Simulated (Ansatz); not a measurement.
What does this script print? It uses the Python package of Ansatz (0.2.0).

`scan_ch5bn2.py`
```python
"""Stretching a bond of CH5BN2, the rest held rigid."""

import ansatz as az
from ase import Atoms
import numpy as np

params = {
    "basis_set": "def2-SVP",
    "xc": "pbe",
    "vdw": "d3bj",
}


def main() -> None:
    atoms = Atoms(["N", "B", "C", "N", "H", "H", "H", "H", "H"], positions=[
        [-0.9122, 1.0767, -1.0602],
        [-0.3904, 0.0604, -0.1465],
        [0.6272, -1.0159, 0.2387],
        [-0.2895, -0.7268, 1.2016],
        [-0.3257, 1.1647, -1.9189],
        [-0.8811, 2.0506, -0.5728],
        [0.5522, -1.9946, -0.2469],
        [1.7009, -0.6072, 0.523],
        [0.0071, -0.0543, 1.9649],
    ])
    geometry = az.Crystal.molecule_from_ase(atoms)

    symbols = [site.symbol for site in geometry.cartesian_sites]
    start = np.array([site.position_ang for site in geometry.cartesian_sites])
    axis = (start[6] - start[2]) / np.linalg.norm(start[6] - start[2])
    moving = [6]
    lengths, energies = [0.964, 1.008, 1.051, 1.095, 1.139, 1.183, 1.227, 1.292], []
    for length in lengths:
        xyz = start.copy()
        xyz[moving] += (length - np.linalg.norm(start[6] - start[2])) * axis
        point = az.Crystal.molecule()
        for symbol, place in zip(symbols, xyz):
            point = point.atom(symbol, place.tolist())
        setup = (
            point.calculation()
            .basis(gaussian=params["basis_set"])
            .functional(params["xc"], dispersion=params["vdw"])
            .accuracy("medium")
        )
        r = setup.run(threads=1, pin="off").report
        energies.append(r["free_energy_ev"])
        print(f"r = {length:6.3f} A  E = {energies[-1]:.5f} eV  <S^2> = {abs(r['mean_field']['state']['spin_squared']):.3f}")

    # quartic fit about the minimum
    fit = np.polynomial.Polynomial.fit(lengths, np.array(energies) - min(energies), 4).convert()
    roots = [r.real for r in fit.deriv().roots() if abs(r.imag) < 1e-9 and fit.deriv(2)(r.real) > 0]
    r_e = min(roots, key=lambda r: abs(r - lengths[int(np.argmin(energies))]))
    print(f"minimum of the fit at {r_e:.4f} A, force constant {fit.deriv(2)(r_e):.2f} eV/A^2")


if __name__ == "__main__":
    main()
```

`python scan_ch5bn2.py` gives:
```text
r =  0.964 A  E = -4763.79834 eV  <S^2> = 0.000
r =  1.008 A  E = -4764.04634 eV  <S^2> = 0.000
r =  1.051 A  E = -4764.18427 eV  <S^2> = 0.000
r =  1.095 A  E = -4764.24205 eV  <S^2> = 0.000
r =  1.139 A  E = -4764.23456 eV  <S^2> = 0.000
r =  1.183 A  E = -4764.17716 eV  <S^2> = 0.000
r =  1.227 A  E = -4764.08210 eV  <S^2> = 0.000
r =  1.292 A  E = -4763.89317 eV  <S^2> = 0.000
minimum of the fit at 1.1106 A, force constant 30.63 eV/A^2
```

What to keep in mind:
- These settings explore the input space; basis and method may be short of convergence.
- The rest of the molecule is held rigid at a force-field or estimated start geometry, and the basis set is modest; single-reference methods fail as a bond breaks.
- The orbitals are restricted, so S² is zero by construction.
- Hardware and time: 12 s on 1 thread of Arm Neoverse V2, with other jobs on the host, peak memory 0.18 GiB.

(Lines on the test bed's own set-up are left out of the output.)
